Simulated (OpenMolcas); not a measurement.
# W⁵⁺ among point charges: CASSCF and CASPT2 levels and susceptibility

Aim: the splitting of the states of W⁵⁺ in the field of 3 point charges, its lowest levels with spin-orbit coupling and its magnetic susceptibility.

Program: OpenMolcas 26.06. Level of theory: state-averaged CASSCF and CASPT2, spin-orbit coupling by RASSI with atomic mean-field integrals. These are calculated values, not measurements, unless marked.

### 1 Starting point

- Species: W⁵⁺ (tungsten, Z = 74, 69 electrons)
- Basis: ANO-RCC-VTZP [8s7p5d3f2g1h], 104 functions
- Scalar Hamiltonian: DKH2, point nucleus
- Inactive shells: 1s 2s 2p 3s 3p 3d 4s 4p 4d 4f 5s 5p
- Active space: 1 electron in 5 orbitals (5d)
- Some configurations of this space: 5d
- Orbitals: optimised for each spin and parity, averaged over all roots

The outer shells:

5d
```
5d [↑ ][  ][  ][  ][  ]
```

The ion sits among 3 point charges of -1.5 e arranged as a planar triangle (D3h), 2.02 Å from the ion.

Each step is its own input file, run in one work folder so that later steps find the files of earlier ones. Labels, J, g values, rates, χT and fits are worked out afterwards by a script from the matrices that RASSI stores.

### 2 GATEWAY and SEWARD: basis and integrals

Input file a.inp:

```
&GATEWAY
Coord
1

W 0.0 0.0 0.0
Basis=ANO-RCC-VTZP
Group=NoSym
NoMove
AngMom=0.0 0.0 0.0
AMFI
XField
3 Angstrom 0
2.020000 0.000000 0.000000 -1.500000
-1.010000 1.749371 0.000000 -1.500000
-1.010000 -1.749371 0.000000 -1.500000
&SEWARD
```

Command:

```
OMP_NUM_THREADS=1 MOLCAS_MEM=1689 MOLCAS_PROJECT=a pymolcas a.inp > a.log
```

Log:

```text
Basis set label: W.ANO-RCC...8S7P5D3F2G1H.

      Electronic valence basis set:
      ------------------
      Associated Effective Charge  74.000000 au
      Associated Actual Charge     74.000000 au
      Nuclear Model: Point charge

      Shell  nPrim  nBasis  Cartesian Spherical Contaminant
         s      24       8        X
         p      21       7        X
         d      15       5                 X
         f      11       3                 X
         g       4       2                 X
         h       2       1                 X
                  Relativistic Douglas-Kroll-Hess integrals:
                    - DKH order of Hamiltonian: 2
                    - DKH order of Properties : 0
                  Atomic mean-field integrals
```

### 3 Reference wave functions, doublets, 5 roots

Input file a.inp:

```
&RASSCF
FileOrb=start.orb
Symmetry=1
Spin=2
nActEl=1 0 0
Inactive=34
Ras2=5
CIRoot=5 5 1
SDav=5
CIMx=300
Iter=120 100
PrWF=0.3
OrbListing=Nothing
MaxOrb=0
>>> COPY $Project.JobIph JOB001
```

Command:

```
OMP_NUM_THREADS=1 MOLCAS_MEM=1689 MOLCAS_PROJECT=a pymolcas a.inp > a.log
```

start.orb holds the contracted functions of the basis, ordered by shell, or the orbitals of the step before.

Log, cut to the lines that bear on the results:

```text
[...]
      Number of active orbitals                  5
[...]
      Spin quantum number                      0.5
[...]
      Active orbitals                            5
[...]
      Number of CSFs                             5
      Number of root(s) required                 5
[...]
      Convergence after  9 iterations
[...]
      Natural orbitals and occupation numbers for root  1
      sym 1:   0.000000  -0.000000   1.000000   0.000000  -0.000000
      Natural orbitals and occupation numbers for root  2
      sym 1:   0.000000   0.000000  -0.000000   1.000000   0.000000
      Natural orbitals and occupation numbers for root  3
      sym 1:   0.000000   1.000000  -0.000000   0.000000  -0.000000
::    RASSCF root number  1 Total energy: -16128.41301016
::    RASSCF root number  2 Total energy: -16128.40105220
::    RASSCF root number  3 Total energy: -16128.40105220
::    RASSCF root number  4 Total energy: -16128.34719552
::    RASSCF root number  5 Total energy: -16128.34719551
```

### 4 State interaction with spin-orbit coupling

Input file a.inp:

```
&RASSI
NrOfJobIphs=1 5
1 2 3 4 5
IphNames
JOB001
EJob
SpinOrbit
DIPRint=1.0
SOCoupling=1000.0
Subsets=2
Property=9
'ANGMOM' 1 'ANGMOM' 2 'ANGMOM' 3 'MLTPL  1' 1 'MLTPL  1' 2 'MLTPL  1' 3
'AMFI' 1 'AMFI' 2 'AMFI' 3
SOProperty=3
'ANGMOM' 1 'ANGMOM' 2 'ANGMOM' 3
```

Log, cut to the lines that bear on the results:

```text
SPIN-FREE ENERGIES:
  (Shifted by EMIN (a.u.) =     -16128.4130101645)
 SF State       Relative EMIN(au)   Rel lowest level(eV)    D:o, cm**(-1)      L_eff
     1             0.0000000000        0.0000000000              0.0000         2.0
     2             0.0119579624        0.3253927326           2624.4694         2.0
     3             0.0119579634        0.3253927594           2624.4696         2.0
     4             0.0658146450        1.7909077258          14444.6450         2.0
     5             0.0658146528        1.7909079374          14444.6467         2.0
     Dipole printing threshold changed to   1.00000000E+00
[...]
Eigenvalues of complex Hamiltonian:
   -----------------------------------
  (Shifted by EMIN (a.u.) =     -16128.4130101645)
 SO State       Relative EMIN(au)   Rel lowest level(eV)    D:o, cm**(-1)     J-value
     1            -0.0170907867        0.0000000000              0.0000         1.4
     2            -0.0170907867        0.0000000000              0.0000         1.4
     3             0.0126811787        0.8101364512           6534.1911         1.4
     4             0.0126811787        0.8101364512           6534.1911         1.4
     5             0.0211495922        1.0405737221           8392.7931         2.4
     6             0.0211495922        1.0405737221           8392.7931         2.4
     7             0.0564802274        2.0019692816          16146.9712         1.7
     8             0.0564802274        2.0019692816          16146.9712         1.7
     9             0.0823250119        2.7052416946          21819.2457         1.2
    10             0.0823250119        2.7052416946          21819.2457         1.2
Weights of the five most important spin-orbit-free states for each spin-orbit state.
[...]
```

These steps took 4.6 s in all on 1 thread, shared host.

States without spin-orbit coupling:

```
state  degeneracy  E (cm-1)  free-ion L (%)
  2A1           1         0         D (100)
   2E           2      2624         D (100)
   2E           2     14445         D (100)
```

With spin-orbit coupling:

```json
{"E (cm-1)": "0.0", "Degeneracy": "2", "Label": "E1/2", "2S+1": "2", "g": "1.11 1.30 1.30"}
{"E (cm-1)": "6534", "Degeneracy": "2", "Label": "E3/2", "2S+1": "2", "g": "0.00 0.00 3.67"}
{"E (cm-1)": "8393", "Degeneracy": "2", "Label": "E1/2", "2S+1": "2", "g": "0.89 3.30 3.30"}
{"E (cm-1)": "16147", "Degeneracy": "2", "Label": "E3/2", "2S+1": "2", "g": "0.00 0.00 2.31"}
{"E (cm-1)": "21819", "Degeneracy": "2", "Label": "E1/2", "2S+1": "2", "g": "0.00 0.00 5.98"}
```

Labels of spin-orbit levels are those of the rotation subgroup (D3 for D3h). Principal g values are given for doublets only; a zero marks a field direction without first-order Zeeman splitting.

Powder χT (cm³ K/mol): 0.14 at 2 K, 0.14 at 5 K, 0.14 at 10 K, 0.14 at 20 K, 0.15 at 50 K, 0.15 at 100 K, 0.15 at 150 K, 0.15 at 200 K, 0.15 at 250 K, 0.16 at 300 K.

Orbitals of the lowest block (energies include the constant potential of the surroundings):

```
shell     space  energy (hartree)  mean occupation  ⟨r²⟩ (bohr²)
   1s  inactive        -2564.6465            2.000      0.000431
   2s  inactive         -448.9942            2.000       0.00704
   2p  inactive         -394.3337            6.000       0.00582
   3s  inactive         -106.4850            2.000        0.0460
   3p  inactive          -89.8961            6.000        0.0466
   3d  inactive          -70.0227           10.000        0.0390
   4s  inactive          -23.9635            2.000         0.229
   4p  inactive          -18.3925            6.000         0.259
   4d  inactive          -11.0395           10.000         0.304
   4f  inactive           -2.8575           14.000         0.483
   5s  inactive           -4.4084            2.000          1.28
   5p  inactive           -2.8532            6.000          1.55
   5d      RAS2                              1.000          3.06
```

### 5 CASPT2: IPEA 0.25, imaginary shift 0.1 (closed shells correlated: 4f 5s 5p)

Input file a.inp:

```
>>> COPY JOB001 $Project.JobIph
&CASPT2
Multistate=5 1 2 3 4 5
NoMult
Frozen=23
IPEA=0.25
Imaginary=0.1
MaxIter=60
WThr=0.0 0.3 0.05
PrWF=0.5
NoMix
```

Log:

```text
Orbital specifications:
      -----------------------

      Symmetry species                           1
                                                 a
      Frozen orbitals                           23
      Inactive orbitals                         11
      Active orbitals                            5
      Secondary orbitals                        65
      Deleted orbitals                           0
      Number of basis functions                104
Type of calculation                        SS-CASPT2
      Fock operator                              state-specific
      IPEA shift                                 0.25
      Real shift                                 0.00
      Imaginary shift                            0.10
      The input orbitals will be transformed to quasi-canonical
Reference energy:      -16128.4130101645
      E2 (Non-variational):      -1.0357153526
      Shift correction:          -0.0001062391
      E2 (Variational):          -1.0358215917
      Total energy:          -16129.4488317562
      Residual norm:              0.0000001151
      Reference weight:           0.92037
      Contributions to the CASPT2 correlation energy
      Active & Virtual Only:          0.0000000003
      One Inactive Excited:          -0.0622492560
      Two Inactive Excited:          -0.9734660969
Reference energy:      -16128.4010522022
      E2 (Non-variational):      -1.0354652484
      Shift correction:          -0.0001056809
      E2 (Variational):          -1.0355709292
      Total energy:          -16129.4366231314
      Residual norm:              0.0000001437
      Reference weight:           0.92050
      Contributions to the CASPT2 correlation energy
      Active & Virtual Only:         -0.0000000000
      One Inactive Excited:          -0.0626077645
      Two Inactive Excited:          -0.9728574839
::    CASPT2 Root  1     Total energy: -16129.44883176
::    CASPT2 Root  2     Total energy: -16129.43662313
::    CASPT2 Root  3     Total energy: -16129.43662293
::    CASPT2 Root  4     Total energy: -16129.38425133
::    CASPT2 Root  5     Total energy: -16129.38372344
```

This run took 4.5 s in all on 1 thread, shared host.

SS-CASPT2: lowest energy less the reference's lowest, -1.0358 hartree; reference weights 0.920.

States without spin-orbit coupling:

```
state  degeneracy  E (cm-1)  free-ion L (%)
  2A1           1         0         D (100)
   2E           2      2680         D (100)
   2E           2     14232         D (100)
```

With spin-orbit coupling:

```tsv
E (cm-1)	Degeneracy	Label	2S+1	g
0	2	E1/2	2	1.11 1.29 1.29
6520	2	E3/2	2	0.00 0.00 3.65
8400	2	E1/2	2	0.89 3.29 3.29
15950	2	E3/2	2	0.00 0.00 2.33
21580	2	E1/2	2	0.00 0.00 5.98
```

Powder χT (cm³ K/mol): 0.14 at 2 K, 0.14 at 5 K, 0.14 at 10 K, 0.14 at 20 K, 0.15 at 50 K, 0.15 at 100 K, 0.15 at 150 K, 0.15 at 200 K, 0.15 at 250 K, 0.16 at 300 K.

### 6 The methods side by side

A. CASSCF
B. SS-CASPT2, IPEA 0.25, imaginary shift 0.1 (closed shells correlated: 4f 5s 5p)

```
method  ground state  first state of that spin (cm-1)  first gap with spin-orbit (cm-1)  χT at 300 K
     A           2A1                          2E 2624                            6534.2         0.16
     B           2A1                          2E 2680                            6519.8         0.16
```

### 7 Results

```
                                            quantity                                                                           value
                                              method  SS-CASPT2, IPEA 0.25, imaginary shift 0.1 (closed shells correlated: 4f 5s 5p)
                              spin-free ground state                                                 2A1, 1-fold in its orbital part
first state of the same spin within the active space                                                                 2E at 2680 cm⁻¹
                                        lowest level                                               2-fold E1/2, g = 1.11, 1.29, 1.29
                                          next level                                                                     6519.8 cm⁻¹
                                         χT at 300 K                                                                  0.16 cm³ K/mol
                           effective moment at 300 K                                                                         1.11 μB
```

Cost by method:

```
                                                 method  time of its own steps  time with the reference
                                              A. CASSCF                  4.6 s                    4.6 s
B. SS-CASPT2, IPEA 0.25, imaginary shift 0.1, +4f 5s 5p                  4.5 s                    9.1 s
```

Times are of one thread on a shared host.

What this shows: The spin-free ground state (2A1) comes to 100 % from free-ion D terms and keeps the highest spin of the shell. χT at 300 K is 0.16, against 0.38 cm³ K/mol for the spin alone, so orbital moment lowers it. CASPT2 does not keep the components of a term degenerate, and the means are used. The field of point charges can differ much from that of real complexes. This is an electrostatic model: the charges have no orbitals.
